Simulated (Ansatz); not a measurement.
# C₃H₈OSi: one species, many methods

The task here is to estimate one member of a computed series from the others.

The runs use Ansatz 0.2.0, Gaussian basis; functionals in def2-TZVPP, the program's frozen cores in correlated methods.

Levels to be run: PBE-D4, r2SCAN-D4, PBE0-D4, B3LYP-D4, ωB97X-V, ωB97M-V, B2PLYP; CCSD(T)/def2-TZVPP; MP2/def2-QZVPP; extrapolation to the limit.

### The geometry

All runs share one geometry, relaxed beforehand with PBE0-D4 in a triple-zeta def2 set.

SMILES `C[SiH]1CCO1`, 13 atoms, charge 0, spin multiplicity 1.

Atoms are counted from 1 here; the program's logs count them from 0.

Bond lengths: C1–Si2 1.857 Å, C1–H6 1.094 Å, C1–H7 1.094 Å, C1–H8 1.092 Å, Si2–C3 1.876 Å, Si2–O5 1.671 Å, Si2–H9 1.492 Å, C3–C4 1.546 Å, C3–H10 1.090 Å, C3–H11 1.089 Å, C4–O5 1.447 Å, C4–H12 1.093 Å, C4–H13 1.093 Å. Angles: Si2–C1–H6 110.4°, Si2–C1–H7 110.5°, Si2–C1–H8 111.4°, H6–C1–H7 107.6°, H6–C1–H8 108.3°, H7–C1–H8 108.6°, C1–Si2–C3 120.1°, C1–Si2–O5 114.6°, C1–Si2–H9 108.6°, C3–Si2–O5 81.9°, C3–Si2–H9 116.4°, O5–Si2–H9 113.1°, Si2–C3–C4 82.6°, Si2–C3–H10 116.8°, Si2–C3–H11 117.8°, C4–C3–H10 113.9°, C4–C3–H11 114.4°, H10–C3–H11 109.3° and more.

Set-up of the first run:

in.yaml

```yaml
crystal:
  periodic: [false, false, false]
  atoms:
    - {symbol: C, position_ang: [-1.980148, 0.106255, -0.513485]}
    - {symbol: Si, position_ang: [-0.488305, -0.079318, 0.576359]}
    - {symbol: C, position_ang: [1.092319, -0.817522, -0.112469]}
    - {symbol: C, position_ang: [1.642582, 0.598311, 0.173702]}
    - {symbol: O, position_ang: [0.472519, 1.283796, 0.678965]}
    - {symbol: H, position_ang: [-2.674310, 0.835940, -0.087269]}
    - {symbol: H, position_ang: [-2.512051, -0.845762, -0.599614]}
    - {symbol: H, position_ang: [-1.702141, 0.442055, -1.514697]}
    - {symbol: H, position_ang: [-0.931510, -0.583533, 1.908426]}
    - {symbol: H, position_ang: [1.089489, -1.085347, -1.168789]}
    - {symbol: H, position_ang: [1.572767, -1.610577, 0.458497]}
    - {symbol: H, position_ang: [2.429122, 0.607390, 0.933146]}
    - {symbol: H, position_ang: [2.010166, 1.113514, -0.717772]}
basis:
  gaussian: {orbitals: def2-TZVPP}
hamiltonian: {xc: pbe, dispersion: d4}
output: {forces: true, orbitals: {seedname: orbitals}}
```

On the command line:

```console
$ ansatz run in.yaml --threads 4 --pin off --events-out ev --progress --plain --max-ram 10444MiB
```

Among the steps run: PBE-D4 (GGA); r2SCAN-D4 (meta-GGA); PBE0-D4 (hybrid); B3LYP-D4 (hybrid); ωB97X-V (range-separated); ωB97M-V (range-separated); B2PLYP (double hybrid); CCSD(T) in def2-TZVPP; MP2 in def2-QZVPP.

One table of the session follows, with a row left open; its other results are not shown here.

It belongs to the step «Atomisation energies». 

```
            method  atomisation energy (kJ/mol)
            PBE-D4                       5138.6
         r2SCAN-D4                       5072.9
           PBE0-D4                       5072.7
          B3LYP-D4                       5051.2
           ωB97X-V                       5078.3
           ωB97M-V                       5078.1
            B2PLYP                       5005.3
     HF/def2-TZVPP                       3759.0
    MP2/def2-TZVPP                       5009.0
   CCSD/def2-TZVPP                       4875.3
CCSD(T)/def2-TZVPP                       4940.7
           MP2/CBS                       5130.0
       CCSD(T)/CBS                            ?
```

**Question.** Estimate the row for CCSD(T)/CBS.

**Answer.** atomisation energy (kJ/mol): 5061.8. In the column «atomisation energy (kJ/mol)» it lies between B3LYP-D4 (5051.2) and PBE0-D4 (5072.7).
